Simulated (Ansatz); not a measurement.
# FGeH5Si: vertical ionisation energy

An exercise on one series of results from a longer session: the logs are not shown, and one member is left open.

Method: unrestricted cation, the program's frozen cores in correlated methods; program: Ansatz 0.2.0, Gaussian basis.

Levels to be run: UKS PBE-D4/def2-TZVPP; UKS r2SCAN-D4/def2-TZVPP; UKS PBE0-D4/def2-TZVPP; UKS B3LYP-D4/def2-TZVPP; UKS wB97X-V/def2-TZVPP; UKS wB97M-V/def2-TZVPP; UKS B2PLYP/def2-TZVPP; UHF-CCSD(T)/def2-TZVPP; UHF-MP2/def2-QZVPP; extrapolation to the limit; then −ε(HOMO) from the neutral's earlier runs with LDA (SPW92), PBE-D4, revPBE-D4, BLYP-D4, r2SCAN-D4, B97M-V, PBE0-D4, B3LYP-D4, r2SCANh-D4, r2SCAN0-D4, HSE06-D4, BHLYP-D4, CAM-B3LYP-D4, LC-ωPBE, ωB97X-V, ωB97M-V.

## Structure used throughout

An earlier PBE0-D4 in a triple-zeta def2 set relaxation fixed the geometry.

SMILES `[F][GeH2][SiH3]`, 8 atoms, charge 0, spin multiplicity 1.

Atoms are counted from 1 here; the program's logs count them from 0.

Bond lengths: F1–Ge2 1.751 Å, Ge2–Si3 2.385 Å, Ge2–H4 1.539 Å, Ge2–H5 1.539 Å, Si3–H6 1.484 Å, Si3–H7 1.487 Å, Si3–H8 1.484 Å. Angles: F1–Ge2–Si3 106.5°, F1–Ge2–H4 105.4°, F1–Ge2–H5 105.4°, Si3–Ge2–H4 114.2°, Si3–Ge2–H5 114.3°, H4–Ge2–H5 110.1°, Ge2–Si3–H6 109.6°, Ge2–Si3–H7 108.6°, Ge2–Si3–H8 109.6°, H6–Si3–H7 109.5°, H6–Si3–H8 110.0°, H7–Si3–H8 109.5°.

The first run:

File in.yaml:

```yaml
crystal:
  periodic: [false, false, false]
  atoms:
    - {symbol: F, position_ang: [-2.004373, 1.117371, -0.231059]}
    - {symbol: Ge, position_ang: [-0.457342, 0.603470, -0.870639]}
    - {symbol: Si, position_ang: [0.596014, -0.672235, 0.846599]}
    - {symbol: H, position_ang: [-0.786703, -0.198712, -2.142386]}
    - {symbol: H, position_ang: [0.284002, 1.901037, -1.239474]}
    - {symbol: H, position_ang: [0.791964, 0.176125, 2.048854]}
    - {symbol: H, position_ang: [1.916964, -1.138618, 0.347730]}
    - {symbol: H, position_ang: [-0.248228, -1.845437, 1.184776]}
basis:
  gaussian: {orbitals: def2-TZVPP}
total_charge: 1
magnetization: {spin_polarized: true, initial_magnetization: 1}
hamiltonian: {xc: pbe, dispersion: d4}
```

Launch:

```console
> ansatz run in.yaml --threads 2 --pin off --events-out ev --progress --plain --max-ram 32768MiB --backend cpu
```

Among the steps run: Cation, UKS PBE-D4/def2-TZVPP; Cation, UKS r2SCAN-D4/def2-TZVPP; Cation, UKS PBE0-D4/def2-TZVPP; Cation, UKS B3LYP-D4/def2-TZVPP; Cation, UKS wB97X-V/def2-TZVPP; Cation, UKS wB97M-V/def2-TZVPP; Cation, UKS B2PLYP (frozen core)/def2-TZVPP; Cation, UHF-CCSD(T)/def2-TZVPP; Cation, UHF-MP2/def2-QZVPP.

One of the session's tables, all rows but one given; the rest of the session is left out.

For comparison, −ε(HOMO) of the neutral from earlier runs:

```
  functional  −ε(HOMO) (eV)
 LDA (SPW92)           7.33
      PBE-D4           7.23
   revPBE-D4           7.18
     BLYP-D4              ?
   r2SCAN-D4           7.53
      B97M-V           7.67
     PBE0-D4           8.45
    B3LYP-D4           8.25
  r2SCANh-D4           7.98
  r2SCAN0-D4           8.64
    HSE06-D4           8.06
    BHLYP-D4           9.55
CAM-B3LYP-D4           9.74
     LC-ωPBE          11.03
     ωB97X-V          10.71
     ωB97M-V          10.51
```

Estimate the missing values for BLYP-D4.

Worked estimate for «−ε(HOMO) (eV)». Against the share of exact exchange, B3LYP-D4 (0.2, 8.25), BHLYP-D4 (0.5, 9.55) give a slope of 4.33 per unit share; at 0 the line stands at 7.38.

The run gave: −ε(HOMO) (eV): 7.11. In «−ε(HOMO) (eV)» the line misses by +0.27.
